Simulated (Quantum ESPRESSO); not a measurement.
# Al3GaN4 (Pm) in Quantum ESPRESSO: phonons with LDA

Aim: the phonons of Al3GaN4 with LDA.

Everything below comes from runs of Quantum ESPRESSO 7.5. Logs are shortened: lines on timing, memory, paths and dates and some standing lists are left out, and cuts for length are marked.

## (1) The structure

Symmetry: Pm, No. 6, monoclinic system. Conventional cell: a = 5.018 Å, b = 3.118 Å, c = 5.400 Å, α = 90.00°, β = 90.00°, γ = 90.00°. Al (site symmetry m) is surrounded by 4 N at 1.90 Å. Al (site symmetry m) has 4 N at 1.90 Å as nearest neighbours. Around Al (site symmetry m) lie 4 N at 1.90 Å. Ga (site symmetry m) has 4 N at 1.90 Å as nearest neighbours. N (site symmetry m) has 2 Al at 1.90 Å and 2 Ga at 1.90 Å as nearest neighbours. N (site symmetry m) is surrounded by 3 Al at 1.90 Å and 1 Ga at 1.90 Å. Around N (site symmetry m) lie 4 Al at 1.90 Å. N (site symmetry m) has 1 Ga at 1.90 Å and 3 Al at 1.90 Å as nearest neighbours.

The cell was built by a generator and needn't be a form met in nature.

## (2) Phonons, LDA

pw.in

```
&CONTROL
  calculation = 'scf'
  prefix = 'pwscf'
  outdir = './tmp'
  pseudo_dir = './pseudo'
  tprnfor = .true.
  tstress = .true.
  disk_io = 'low'
/
&SYSTEM
  ibrav = 0
  celldm(1) = 8
  nat = 8
  ntyp = 3
  ecutwfc = 84
  nbnd = 30
  occupations = 'smearing'
  smearing = 'fd'
  degauss = 0.00367493
/
&ELECTRONS
  conv_thr = 1.6d-09
  electron_maxstep = 120
  mixing_beta = 0.5
/
ATOMIC_SPECIES
Al    26.9815 Al.upf
Ga    69.7230 Ga.upf
N     14.0070 N.upf
CELL_PARAMETERS alat
  0.7364026491901   0.0000000000000   0.0000000000000
  0.0000000000000   1.2754868032265   0.0000000000000
  0.0000000000000   0.0000000000000   1.1852126037887
ATOMIC_POSITIONS crystal
Al     0.0000000000    0.0000000000    0.0000000000
Al     0.5000000000    0.5000000000    0.0000000000
Al     0.0000000000    0.6666666667    0.5000000000
Ga     0.5000000000    0.1666666667    0.5000000000
N      0.0000000000    0.0000000000    0.3785000000
N      0.5000000000    0.5000000000    0.3785000000
N      0.0000000000    0.6666666667    0.8785000000
N      0.5000000000    0.1666666667    0.8785000000
K_POINTS automatic
6 4 4 0 0 0
```

relax.in

```
&CONTROL
  calculation = 'vc-relax'
  prefix = 'pwscf'
  outdir = './tmp'
  pseudo_dir = './pseudo'
  tprnfor = .true.
  tstress = .true.
  disk_io = 'low'
  nstep = 40
  forc_conv_thr = 0.0001
  etot_conv_thr = 1d-06
/
&SYSTEM
  ibrav = 0
  celldm(1) = 8
  nat = 8
  ntyp = 3
  ecutwfc = 84
  nbnd = 30
  occupations = 'smearing'
  smearing = 'fd'
  degauss = 0.00367493
/
&ELECTRONS
  conv_thr = 1.6d-09
  electron_maxstep = 120
  mixing_beta = 0.5
/
&IONS
  ion_dynamics = 'bfgs'
/
&CELL
  cell_dynamics = 'bfgs'
  press = 0
  press_conv_thr = 0.2
/
ATOMIC_SPECIES
Al    26.9815 Al.upf
Ga    69.7230 Ga.upf
N     14.0070 N.upf
CELL_PARAMETERS alat
  0.7364026491901   0.0000000000000   0.0000000000000
  0.0000000000000   1.2754868032265   0.0000000000000
  0.0000000000000   0.0000000000000   1.1852126037887
ATOMIC_POSITIONS crystal
Al     0.0000000000    0.0000000000    0.0000000000
Al     0.5000000000    0.5000000000    0.0000000000
Al     0.0000000000    0.6666666667    0.5000000000
Ga     0.5000000000    0.1666666667    0.5000000000
N      0.0000000000    0.0000000000    0.3785000000
N      0.5000000000    0.5000000000    0.3785000000
N      0.0000000000    0.6666666667    0.8785000000
N      0.5000000000    0.1666666667    0.8785000000
K_POINTS automatic
6 4 4 0 0 0
```

scf2.in

```
&CONTROL
  calculation = 'scf'
  prefix = 'pwscf'
  outdir = './tmp'
  pseudo_dir = './pseudo'
  tprnfor = .true.
  tstress = .true.
  disk_io = 'low'
/
&SYSTEM
  ibrav = 0
  celldm(1) = 8
  nat = 8
  ntyp = 3
  ecutwfc = 84
  nbnd = 30
  occupations = 'fixed'
/
&ELECTRONS
  conv_thr = 1d-13
  electron_maxstep = 120
  mixing_beta = 0.5
  startingpot = 'file'
  startingwfc = 'file'
/
ATOMIC_SPECIES
Al    26.9815 Al.upf
Ga    69.7230 Ga.upf
N     14.0070 N.upf
CELL_PARAMETERS alat
  0.7319947738093   0.0000000000000   0.0000000000000
  0.0000000000000   1.2668358219613  -0.0004205722023
  0.0000000000000  -0.0003898565703   1.1796501530835
ATOMIC_POSITIONS crystal
Al     0.0000000000   -0.0015106100   -0.0011483966
Al     0.5000000000    0.5017042624   -0.0013562094
Al     0.0000000000    0.6659789702    0.4993668130
Ga     0.5000000000    0.1671150954    0.5003969767
N      0.0000000000   -0.0068230265    0.3746020282
N      0.5000000000    0.5070522052    0.3764889397
N      0.0000000000    0.6661665307    0.8771333890
N      0.5000000000    0.1669832394    0.8885164594
K_POINTS automatic
6 4 4 0 0 0
```

ph.in

```
phonons of Al3GaN4
&INPUTPH
  prefix = 'pwscf'
  outdir = './tmp'
  tr2_ph = 1d-18
  fildyn = 'dyn'
  niter_ph = 90
  alpha_mix(1) = 0.7
  epsil = .true.
/
0.0000000000 0.0000000000 0.0000000000
```

dynmat.in

```
&INPUT
  fildyn = 'dyn'
  asr = 'crystal'
  lperm = .true.
  filout = 'dynmat.disp'
  fileig = 'dynmat.eig'
/
```

dynmat_lo.in

```
&INPUT
  fildyn = 'dyn'
  asr = 'crystal'
  filout = 'dynmat_lo.disp'
  fileig = 'dynmat_lo.eig'
  q(1) = 0
  q(2) = 0
  q(3) = 1
/
```

Potentials or basis: PseudoDojo 0.4.1 SR LDA standard.

Started as:

```console
OMP_NUM_THREADS=1 mpirun -n 4 pw.x -nk 2 -in pw.in > pw.out
OMP_NUM_THREADS=1 mpirun -n 4 pw.x -nk 2 -in relax.in > relax.out
OMP_NUM_THREADS=1 mpirun -n 4 pw.x -nk 2 -in scf2.in > scf2.out
OMP_NUM_THREADS=1 mpirun -n 4 ph.x -nk 2 -in ph.in > ph.out
OMP_NUM_THREADS=1 mpirun -n 1 dynmat.x -in dynmat.in > dynmat.out
OMP_NUM_THREADS=1 mpirun -n 1 dynmat.x -in dynmat_lo.in > dynmat_lo.out
```

pw.out:

```text
This program is part of the open-source Quantum ESPRESSO suite
     for quantum simulation of materials; please cite
[... 6 lines left out ...]
     using ibrav=0 with symmetry is DISCOURAGED, use correct ibrav instead

     K-points division:     npool     =       2
     Subspace diagonalization in iterative solution of the eigenvalue problem:
     a serial algorithm will be used

     --------------------
     sticks:   dense  smooth     PW     G-vecs:    dense   smooth      PW
     Min         804     804    234                29634    29634    4615
     Max         805     805    237                29637    29637    4616
     Sum        1609    1609    471                59271    59271    9231

     Using Slab Decomposition

     bravais-lattice index     =            0
     lattice parameter (alat)  =       8.0000  a.u.
     unit-cell volume          =     569.9773 (a.u.)^3
     number of atoms/cell      =            8
     number of atomic types    =            3
     number of electrons       =        42.00
     number of Kohn-Sham states=           30
     kinetic-energy cutoff     =      84.0000  Ry
     charge density cutoff     =     336.0000  Ry
     scf convergence threshold =      1.6E-09
     mixing beta               =       0.5000
     number of iterations used =            8  plain     mixing
     Exchange-correlation= SLA  PW   NOGX NOGC
                           (   1   4   0   0   0   0   0)

     celldm(1)=   8.000000  celldm(2)=   0.000000  celldm(3)=   0.000000
     celldm(4)=   0.000000  celldm(5)=   0.000000  celldm(6)=   0.000000

     crystal axes: (cart. coord. in units of alat)
               a(1) = (   0.736403   0.000000   0.000000 )
               a(2) = (   0.000000   1.275487   0.000000 )
               a(3) = (   0.000000   0.000000   1.185213 )

     reciprocal axes: (cart. coord. in units 2 pi/alat)
               b(1) = (  1.357953  0.000000  0.000000 )
               b(2) = (  0.000000  0.784014  0.000000 )
               b(3) = (  0.000000  0.000000  0.843730 )

     PseudoPot. # 1 for Al read from file:
     Al.upf
     Pseudo is Norm-conserving + core correction, Zval =  3.0
     Generated using ONCVPSP code by D. R. Hamann
     Using radial grid of 1854 points,  6 beta functions with:
                l(1) =   0
                l(2) =   0
                l(3) =   1
                l(4) =   1
                l(5) =   2
                l(6) =   2

     PseudoPot. # 2 for Ga read from file:
     Ga.upf
     Pseudo is Norm-conserving + core correction, Zval = 13.0
     Generated using ONCVPSP code by D. R. Hamann
     Using radial grid of 1858 points,  6 beta functions with:
                l(1) =   0
                l(2) =   0
                l(3) =   1
                l(4) =   1
                l(5) =   2
                l(6) =   2
[... 85 lines left out ...]

     total energy              =    -249.88058599 Ry
     estimated scf accuracy    <       2.33409002 Ry
[... 8 lines left out ...]
     iteration #  3     ecut=    84.00 Ry     beta= 0.50
     Davidson diagonalization with overlap
     ethr =  7.68E-04,  avg # of iterations =  3.8

     negative rho (up, down):  5.266E-07 0.000E+00

     total energy              =    -250.59961268 Ry
     estimated scf accuracy    <       0.01871681 Ry

     iteration #  4     ecut=    84.00 Ry     beta= 0.50
     Davidson diagonalization with overlap
     c_bands:  1 eigenvalues not converged
     ethr =  4.46E-05,  avg # of iterations =  9.9

     total energy              =    -250.60370998 Ry
     estimated scf accuracy    <       0.01056659 Ry

     iteration #  5     ecut=    84.00 Ry     beta= 0.50
     Davidson diagonalization with overlap
     ethr =  2.52E-05,  avg # of iterations =  2.4

     total energy              =    -250.60361594 Ry
     estimated scf accuracy    <       0.00195131 Ry

     iteration #  6     ecut=    84.00 Ry     beta= 0.50
     Davidson diagonalization with overlap
     c_bands:  1 eigenvalues not converged
     ethr =  4.65E-06,  avg # of iterations =  6.5

     total energy              =    -250.60389200 Ry
     estimated scf accuracy    <       0.00008959 Ry

     iteration #  7     ecut=    84.00 Ry     beta= 0.50
     Davidson diagonalization with overlap
     ethr =  2.13E-07,  avg # of iterations =  3.7
[... 32 lines left out ...]
     iteration # 12     ecut=    84.00 Ry     beta= 0.50
     Davidson diagonalization with overlap
     ethr =  4.47E-12,  avg # of iterations =  2.4

     End of self-consistent calculation

          k = 0.0000 0.0000 0.0000 (  7399 PWs)   bands (ev):

    -7.4479  -6.2193  -6.1326  -5.1451  -5.0617  -4.9938  -4.9401  -4.0935
    -3.7128   1.4517   2.1228   3.4677   4.2623   5.6071   5.9359   6.9884
     6.9892   7.1229   7.8064   7.8501   7.8834  11.5955  13.3118  13.7523
    13.9922  15.5466  17.8288  18.1618  18.4583  18.7063
[... 220 lines left out ...]
    -6.3401  -5.8953  -5.7063  -5.0877  -4.9874  -4.8060  -4.3190  -4.0851
    -3.6262   1.5184   2.3961   2.4606   2.5997   5.3369   5.4059   5.4983
     5.5535   6.6123   6.6403   6.6690   6.8343  13.2891  13.5152  13.6643
    13.8504  16.3518  17.0277  17.0328  17.3267  17.9976

          k =-0.6790-0.3920 0.0000 (  7388 PWs)   bands (ev):

    -6.3802  -5.9426  -5.8240  -5.0799  -4.9842  -4.8203  -4.4481  -3.7584
    -3.6069   1.7719   2.3280   3.2772   3.6539   4.1358   4.4293   5.5857
     5.6248   5.9223   5.9551   7.0903   7.2211  13.1025  13.4934  13.6984
    13.8042  15.2013  15.7791  17.8715  17.9075  18.5623

          k =-0.6790-0.3920 0.2109 (  7392 PWs)   bands (ev):

    -6.3613  -5.9013  -5.7770  -5.0808  -4.9842  -4.8106  -4.4051  -3.8887
    -3.6000   1.4194   2.0832   2.6759   2.9852   5.0358   5.1718   5.7856
     5.8103   6.5071   6.5521   6.8376   6.9471  12.5935  12.8435  13.4237
    13.7299  16.1773  16.9151  17.0776  17.2087  18.9217

          k =-0.6790-0.3920-0.4219 (  7424 PWs)   bands (ev):

    -6.3422  -5.8800  -5.7012  -5.0814  -4.9833  -4.7999  -4.3065  -4.0881
    -3.5954   1.2347   2.0758   2.1832   2.3349   6.1640   6.1962   6.2309
     6.2887   6.3482   6.4296   6.4673   6.6265  12.6260  12.9124  13.0356
    13.2330  15.9414  16.8363  16.8732  17.3386  18.6491
[... 24 lines left out ...]
    -6.3559  -5.9240  -5.7785  -5.0906  -4.9892  -4.8433  -4.4271  -3.8553
    -3.5831   1.7074   2.3431   2.9343   3.2357   4.6412   4.8861   5.5008
     5.5807   6.1052   6.2674   6.7570   6.7837  13.2671  13.3687  14.2480
    14.4288  16.1841  16.6199  16.8836  17.3828  18.2667

     the Fermi energy is     9.3350 ev

!    total energy              =    -250.60391989 Ry
     estimated scf accuracy    <          2.8E-11 Ry
     smearing contrib. (-TS)   =      -0.00000000 Ry
     internal energy E=F+TS    =    -250.60391989 Ry

     The total energy is F=E-TS. E is the sum of the following terms:
     one-electron contribution =     -98.37571626 Ry
     hartree contribution      =      81.04902125 Ry
     xc contribution           =     -72.88748988 Ry
     ewald contribution        =    -160.38973501 Ry

     convergence has been achieved in  12 iterations

     Forces acting on atoms (cartesian axes, Ry/au):

     atom    1 type  1   force =     0.00000000    0.00039816   -0.00650104
     atom    2 type  1   force =     0.00000000   -0.00025930   -0.00594792
     atom    3 type  1   force =     0.00000000   -0.00174953   -0.00332452
     atom    4 type  2   force =     0.00000000    0.00088505   -0.00052859
     atom    5 type  3   force =     0.00000000   -0.03494663   -0.02186567
     atom    6 type  3   force =     0.00000000    0.03560395   -0.00812336
     atom    7 type  3   force =     0.00000000    0.00023077    0.00375673
     atom    8 type  3   force =     0.00000000   -0.00016247    0.04253437

     Total force =     0.070352     Total SCF correction =     0.000012

     Computing stress (Cartesian axis) and pressure

          total   stress  (Ry/bohr**3)                   (kbar)     P=      -32.14
  -0.00024927   0.00000000   0.00000000          -36.67        0.00        0.00
   0.00000000  -0.00025827  -0.00000144            0.00      -37.99       -0.21
   0.00000000  -0.00000144  -0.00014795            0.00       -0.21      -21.76

=------------------------------------------------------------------------------=
   JOB DONE.
=------------------------------------------------------------------------------=
```

Run time: 85 min. Hardware: 4 MPI ranks of Arm Neoverse V1, shared host; peak memory 0.44 GiB.

What came out:

| Property | Result |
| --- | --- |
| Free energy | -3409.7238 eV |
| Relaxed volume | 10.37 Å³/atom |
| Relaxed cell | a = 3.099 Å, b = 5.363 Å, c = 4.994 Å, α = 90.04°, β = 90.00°, γ = 90.00° |
| Space group after relaxing (to 0.05 Å) | Pm (No. 6) |
| Pressure after relaxing | 0.0 GPa |
| Band gap on the k mesh | 3.83 eV, direct |
| Electronic dielectric tensor (diagonal) | 4.70, 4.65, 4.82 |
| Born charges (mean of the diagonal) | Al +2.59, +2.58, +2.57; Ga +2.57; N -2.64, -2.58, -2.57, -2.54 e |
| Highest phonon frequency at Γ, LO-TO splitting left out | 747 cm⁻¹ |
| Static dielectric tensor (diagonal) | 8.40, 8.37, 9.58 |

Forces on the atoms (eV/Å):
```
Al   0.000 -0.002  0.002
Al   0.000  0.000 -0.001
Al   0.000  0.001  0.002
Ga   0.000  0.000 -0.001
N    0.000  0.000 -0.001
N    0.000  0.000 -0.001
N    0.000  0.001 -0.001
N    0.000 -0.001  0.000
```

Step by step:
```tsv
step	energy change (eV)	largest force (eV/Å)	pressure (GPa)	volume (Å³)
1	0.0000	1.0936	-3.21	84.46
2	-0.0652	0.5422	-0.09	83.09
3	-0.0821	0.1223	0.39	82.85
4	-0.0835	0.0752	0.08	82.97
5	-0.0838	0.0343	-0.03	83.01
6	-0.0839	0.0185	-0.02	83.01
7	-0.0839	0.0110	0.00	83.00
8	-0.0839	0.0072	0.01	82.99
9	-0.0839	0.0040	0.01	82.99
10	-0.0839	0.0026	0.00	83.00
```

Final structure:
```
Al Ga N
1.0
     3.09884    0.00000    0.00000
     0.00000    5.36305   -0.00178
     0.00000   -0.00165    4.99395
Al Ga N
3 1 4
Direct
  0.00000 0.99849 0.99885
  0.50000 0.50170 0.99864
  0.00000 0.66598 0.49937
  0.50000 0.16712 0.50040
  0.00000 0.99318 0.37460
  0.50000 0.50705 0.37649
  0.00000 0.66617 0.87713
  0.50000 0.16698 0.88852
```

Phonon frequencies in cm⁻¹ (negative: imaginary):
| q point | frequencies |
| --- | --- |
| (0.000, 0.000, 0.000) | 1 1 1 176 202 227 251 317 361 425 501 523 596 609 618 650 660 667 673 687 688 726 729 747 |

Electronic dielectric tensor:
```
4.70 0.00 0.00
0.00 4.65 0.00
0.00 0.00 4.82
```

Born effective charge tensors (e):
atom 1, Al
```
 2.48  0.00  0.00
 0.00  2.54  0.10
 0.00 -0.16  2.76
```
atom 2, Al
```
 2.52  0.00  0.00
 0.00  2.48 -0.10
 0.00  0.15  2.73
```
atom 3, Al
```
2.49 0.00 0.00
0.00 2.65 0.03
0.00 0.02 2.56
```
atom 4, Ga
```
 2.60  0.00  0.00
 0.00  2.47 -0.02
 0.00 -0.01  2.64
```
atom 5, N
```
-2.74  0.00  0.00
 0.00 -2.54 -0.06
 0.00 -0.02 -2.63
```
atom 6, N
```
-2.46  0.00  0.00
 0.00 -2.63  0.06
 0.00  0.01 -2.65
```
atom 7, N
```
-2.51  0.00  0.00
 0.00 -2.53  0.00
 0.00 -0.02 -2.66
```
atom 8, N
```
-2.45  0.00  0.00
 0.00 -2.43  0.00
 0.00  0.02 -2.74
```

Optical modes at Γ, degenerate ones joined, polar ones without the macroscopic field:
```
cm⁻¹  components  symmetry     active in  IR intensity, summed ((D/Å)²/amu)
 176           1       A''  IR and Raman                               0.02
 202           1        A'  IR and Raman                               0.02
 227           1       A''  IR and Raman                               0.00
 251           1        A'  IR and Raman                               0.23
 317           1       A''  IR and Raman                               0.09
 361           1        A'  IR and Raman                               0.41
 425           1        A'  IR and Raman                               0.94
 501           1        A'  IR and Raman                               1.16
 523           1        A'  IR and Raman                               1.03
 596           1       A''  IR and Raman                              14.32
 609           1        A'  IR and Raman                              49.64
 618           1        A'  IR and Raman                              15.91
 650           1        A'  IR and Raman                              11.65
 660           1       A''  IR and Raman                              23.37
 666           1        A'  IR and Raman                              36.65
 673           1       A''  IR and Raman                               2.73
 687           1        A'  IR and Raman                               8.70
 688           1       A''  IR and Raman                              20.15
 726           1        A'  IR and Raman                               0.15
 729           1        A'  IR and Raman                               0.64
 747           1        A'  IR and Raman                               1.86
```

Zone-centre frequencies without and with the macroscopic field along z (cm⁻¹):
```tsv
	optical modes in rising order
without	176 202 227 251 317 361 425 501 523 596 609 618 650 660 666 673 687 688 726 729 747
with the field	176 202 227 252 317 362 425 502 524 596 617 643 660 666 673 687 688 726 728 744 864
```

Static dielectric tensor, electrons and zone-centre modes:
```
8.40 0.00 0.00
0.00 8.37 0.00
0.00 0.00 9.58
```

Caveat: the mesh is thin for the dielectric tensor, Born charges and intensities, which usually come out too large; on a mesh that holds Γ this program's dielectric tensor can be off by some percent beyond the error of the mesh.
